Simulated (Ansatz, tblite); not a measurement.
# The cluster Ag₂H₃−: isomers from a random search

One table from this session's results is given with a row withheld; the runs are named, their logs left out.

The runs use Ansatz 0.2.0, Gaussian basis; relaxed with r2SCAN-D4/def2-TZVPD, singlet.

1 further run of the same task is left out (set aside as unsound or not needed). Runs told in other sessions of the task aren't counted.

### The system as given

5 atoms, charge -1, spin multiplicity 1.

Atoms are counted from 1 here; the program's logs count them from 0.

Bond lengths: Ag1–Ag2 2.732 Å, Ag1–H4 1.679 Å, Ag1–H5 1.589 Å, Ag2–H3 1.587 Å, Ag2–H4 1.677 Å. Angles: Ag2–Ag1–H4 35.5°, Ag2–Ag1–H5 144.1°, H4–Ag1–H5 179.5°, Ag1–Ag2–H3 144.1°, Ag1–Ag2–H4 35.5°, H3–Ag2–H4 179.6°, Ag1–H4–Ag2 109.0°.

Ag takes a core potential in the def2 sets. No spin-orbit coupling is included. The ion is computed in the gas phase, without counter-ions or solvent.

A search from random starts with GFN1-xTB found 4 distinct shapes; 2 go on here. The structure above is candidate A, which lies 0.00 eV above the lowest at that level; B lies 0.63 eV above the lowest at that level.

Set-up of the first run:

Input file in.yaml:

```yaml
crystal:
  periodic: [false, false, false]
  atoms:
    - {symbol: Ag, position_ang: [-0.635590, -1.189820, -0.278400]}
    - {symbol: Ag, position_ang: [0.330510, 1.261200, 0.445850]}
    - {symbol: H, position_ang: [1.582690, 2.230590, 0.342340]}
    - {symbol: H, position_ang: [-0.988450, 0.230380, 0.545170]}
    - {symbol: H, position_ang: [-0.289160, -2.532350, -1.054960]}
basis:
  gaussian: {orbitals: def2-TZVPD}
total_charge: -1
hamiltonian: {xc: r2scan, dispersion: d4}
scf: {omitted_lower_state_checks: [starts]}
output: {orbitals: {seedname: orbitals}}
relax: {f_tol: 0.02, max_steps: 100}
```

Started as:

```sh
> ansatz run in.yaml --threads 4 --pin off --events-out ev --progress --plain --max-ram 3916MiB
```

Steps of the session up to this table: Relaxing candidate A; Relaxing candidate B; Candidate B, PBE0-D4/def2-TZVPD; Candidate B, PBE-D4/def2-TZVPD; Candidate B, r2SCAN-D4/def2-TZVPD; Candidate B, LC-ωPBE/def2-TZVPD; Candidate B, LDA/def2-TZVPD; Candidate B, CCSD(T)/def2-TZVPPD.

One of the session's tables, all rows but one given; the rest of the session is left out.

It belongs to the step «B against A». 

```
               level  B above A (kcal/mol)
            GFN1-xTB                 +14.9
            GFN2-xTB                  -3.0
      HF/def2-TZVPPD                 +66.2
      LDA/def2-TZVPD                 +35.4
   PBE-D4/def2-TZVPD                 +36.7
r2SCAN-D4/def2-TZVPD                 +40.0
  PBE0-D4/def2-TZVPD                 +43.9
  LC-ωPBE/def2-TZVPD                 +56.3
     MP2/def2-TZVPPD                 +44.5
    CCSD/def2-TZVPPD                 +52.4
 CCSD(T)/def2-TZVPPD                     ?
```

Q: Estimate the row for CCSD(T)/def2-TZVPPD from the others.

As computed: B above A (kcal/mol): +47.9. In the column «B above A (kcal/mol)» it lies between MP2/def2-TZVPPD (+44.5) and CCSD/def2-TZVPPD (+52.4).

CCSD(T)/def2-TZVPPD is no safe reference here (restricted state is unstable towards broken spin symmetry).

To keep in mind: A random search of this size may have missed the true lowest shape. Only singlets are compared; another spin may lie lower and prefer another shape.
